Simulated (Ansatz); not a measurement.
# SnH4 (singlet): PBE, r2SCAN, PBE0, B3LYP, wB97M-V, B2PLYP, RPA-PBE over vertical spin and charge gaps, def2-SVP

Aim: run SnH4 (singlet) with these functionals over vertical spin and charge gaps, and hold them against the top wave-function level at the same points.

Program: Ansatz 0.2.0, Gaussian basis. Level of theory: def2-SVP, all electrons in the functionals, frozen cores in the correlation of double hybrids and RPA. These are calculated values, not measurements.

To be run: PBE, r2SCAN, PBE0, B3LYP, wB97M-V, B2PLYP, RPA-PBE, at charge 0, singlet; charge 0, triplet; charge 1, doublet.

3 further runs of the same task are left out: 3 set aside as unsound or not needed.

## Step 1: The system

The geometry is a PBE0/def2-TZVP stationary point (not a proven minimum). No spin-orbit coupling is included. Elements past krypton take def2 core potentials.

5 atoms, charge 0, spin multiplicity 1.

Atoms are counted from 1 here; the program's logs count them from 0.

Bond lengths: Sn1–H2 1.704 Å, Sn1–H3 1.704 Å, Sn1–H4 1.704 Å, Sn1–H5 1.704 Å. Angles: H2–Sn1–H3 109.5°, H2–Sn1–H4 109.5°, H2–Sn1–H5 109.5°, H3–Sn1–H4 109.5°, H3–Sn1–H5 109.5°, H4–Sn1–H5 109.5°.

As a file:

```tsv
atom	x (Å)	y (Å)	z (Å)
Sn1	0.0000	0.0000	0.0000
H2	0.9788	0.9872	0.9851
H3	-0.9890	-0.9799	0.9822
H4	-0.9784	0.9802	-0.9924
H5	0.9886	-0.9875	-0.9749
```

No dispersion term is added; wB97M-V holds VV10 nonlocal correlation. B3LYP takes the VWN-RPA correlation.

The geometry shown and the zero of energy belong to the point charge 0, singlet. The yardstick, RCCSDTQ, and other wave-function levels (R restricted, U unrestricted, valence and pair active spaces) come from earlier runs.

## Step 2: PBE, charge 0, singlet

Input file in.yaml:

```yaml
crystal:
  periodic: [false, false, false]
  atoms:
    - {symbol: Sn, position_ang: [0.000000, 0.000000, 0.000000]}
    - {symbol: H, position_ang: [0.978777, 0.987165, 0.985128]}
    - {symbol: H, position_ang: [-0.988972, -0.979870, 0.982225]}
    - {symbol: H, position_ang: [-0.978395, 0.980215, -0.992421]}
    - {symbol: H, position_ang: [0.988590, -0.987510, -0.974932]}
basis:
  gaussian: {orbitals: def2-SVP}
hamiltonian: {xc: {name: PBE}}
output: {orbitals: {seedname: orbitals}}
```

Launch:

```bash
> ansatz run in.yaml --threads 1 --pin off --events-out ev --progress --plain --max-ram 2816MiB --backend cpu
```

After this run come: PBE, charge 0, triplet; PBE, charge 1, doublet; r2SCAN, charge 0, singlet; r2SCAN, charge 0, triplet; r2SCAN, charge 1, doublet; PBE0, charge 0, singlet; PBE0, charge 0, triplet; PBE0, charge 1, doublet; B3LYP, charge 0, singlet; B3LYP, charge 0, triplet; B3LYP, charge 1, doublet; wB97M-V, charge 0, singlet; wB97M-V, charge 0, triplet; wB97M-V, charge 1, doublet; B2PLYP, charge 0, singlet; B2PLYP, charge 0, triplet; B2PLYP, charge 1, doublet; RPA-PBE, charge 0, singlet; RPA-PBE, charge 0, triplet; RPA-PBE, charge 1, doublet.

**Question.** What will the summary of the whole plan be? Wanted: singlet to triplet, RCCSDTQ; ionisation to the doublet cation, RCCSDTQ; largest miss, PBE; largest miss, r2SCAN; largest miss, PBE0; largest miss, B3LYP; largest miss, wB97M-V; largest miss, B2PLYP; largest miss, RPA-PBE.

As calculated:

```
                                 quantity                                              value
              singlet to triplet, RCCSDTQ                                     179.5 kcal/mol
ionisation to the doublet cation, RCCSDTQ                                     266.6 kcal/mol
                        largest miss, PBE                -14.0 kcal/mol (singlet to triplet)
                     largest miss, r2SCAN                -10.7 kcal/mol (singlet to triplet)
                       largest miss, PBE0                 -9.0 kcal/mol (singlet to triplet)
                      largest miss, B3LYP                 -8.1 kcal/mol (singlet to triplet)
                    largest miss, wB97M-V   +1.7 kcal/mol (ionisation to the doublet cation)
                     largest miss, B2PLYP                 -3.7 kcal/mol (singlet to triplet)
                    largest miss, RPA-PBE  -15.8 kcal/mol (ionisation to the doublet cation)
                   largest miss, RCCSD(T)                 +0.6 kcal/mol (singlet to triplet)
                   largest miss, UCCSD(T)                 +0.5 kcal/mol (singlet to triplet)
```

In words: Of the functionals, wB97M-V keep the smallest largest miss at the points compared (at most 1.7 kcal/mol) and RPA-PBE strays most (15.8 kcal/mol, at ionisation to the doublet cation). Functionals and the yardstick converge differently with the basis, so part of each miss in def2-SVP is the basis. The program flags that the yardstick's amplitudes may have other solutions at some points.
